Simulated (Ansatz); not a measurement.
# CuO2: magnetic states

One table from this session's results is given with a row withheld; the runs are named, their logs left out.

Computed with Ansatz 0.2.0 (DFT PBEsol, scalar-relativistic, plane waves, PAW, unless a step's input says otherwise).

2 further runs of the same task are left out: 2 set aside as unsound or not needed. Runs told in other sessions of the task aren't counted.

## The structure to begin with

Symmetry: Fm-3m, No. 225, cubic system. Conventional cell: a = 4.769 Å, b = 4.769 Å, c = 4.769 Å, α = 90.00°, β = 90.00°, γ = 90.00°. Around Cu (site symmetry m-3m) lie 8 O at 2.07 Å. O (site symmetry -43m) has 4 Cu at 2.07 Å in its first shell of neighbours.

As a file:

```
CELL_PARAMETERS angstrom
0.00000 2.38448 2.38448
2.38448 0.00000 2.38448
2.38448 2.38448 0.00000
ATOMIC_POSITIONS crystal
Cu 0.00000 0.00000 0.00000
O 0.25000 0.25000 0.25000
O 0.75000 0.75000 0.75000
```

This cell was relaxed beforehand with the same method: volume 9.04 Å³/atom, gap on the mesh none (metal), site moments up to 0.6 μB.

The structure is invented: a known structure type filled with these elements, not a reported compound.

The first run:

Input file input.yaml:

```yaml
crystal:
  lattice:
    - [0.0, 2.3844798777, 2.3844798777]
    - [2.3844798777, 0.0, 2.3844798777]
    - [2.3844798777, 2.3844798777, 0.0]
  atoms:
    - { symbol: Cu, position: [0.0, 0.0, 0.0] }
    - { symbol: O, position: [0.25, 0.25, 0.25] }
    - { symbol: O, position: [0.75, 0.75, 0.75] }
basis:
  ecutwfc: 420
kpoints:
  mp_grid: { grid: [16, 16, 16] }
hamiltonian:
  xc: pbesol
scf:
  occupations: { method: gaussian, width: 0.1 }
  lower_state_search: "off"
output:
  forces: true
  stress: true
  eigenvalues: true
```

On the command line:

```bash
> ansatz run input.yaml --threads 1 --pin off --max-ram 2560MiB --backend cpu --events-out ev --progress --plain --runs-dir out
```

Steps of the session up to this table: Start: no spin polarisation; Start: ferromagnetic; Magnetic start: large parallel starting moments; Start: antiferromagnetic, doubled cell, propagation vector (0, 0, 1/2); Start: antiferromagnetic, doubled cell, propagation vector (0, 1/2, 1/2); Magnetic start: small parallel starting moments.

One table of the session follows, with a row left open; its other results are not shown here.

It belongs to the step «The magnetic starts in order of energy». 

```
                                                            start  energy above the lowest (meV/atom)  pressure (GPa)
                                                    ferromagnetic                                0.00             0.0
                                  large parallel starting moments                                0.00             0.0
                                  small parallel starting moments                                0.00             0.0
  antiferromagnetic, doubled cell, propagation vector (0, 0, 1/2)                                59.4            -0.4
antiferromagnetic, doubled cell, propagation vector (0, 1/2, 1/2)                                   ?               ?
                                                          no spin                                82.7            -1.6
```

Estimate the missing values for antiferromagnetic, doubled cell, propagation vector (0, 1/2, 1/2).

As computed: energy above the lowest (meV/atom): 72.4; pressure (GPa): -1.1. In the column «energy above the lowest (meV/atom)» it lies between antiferromagnetic, doubled cell, propagation vector (0, 0, 1/2) (59.4) and no spin (82.7).
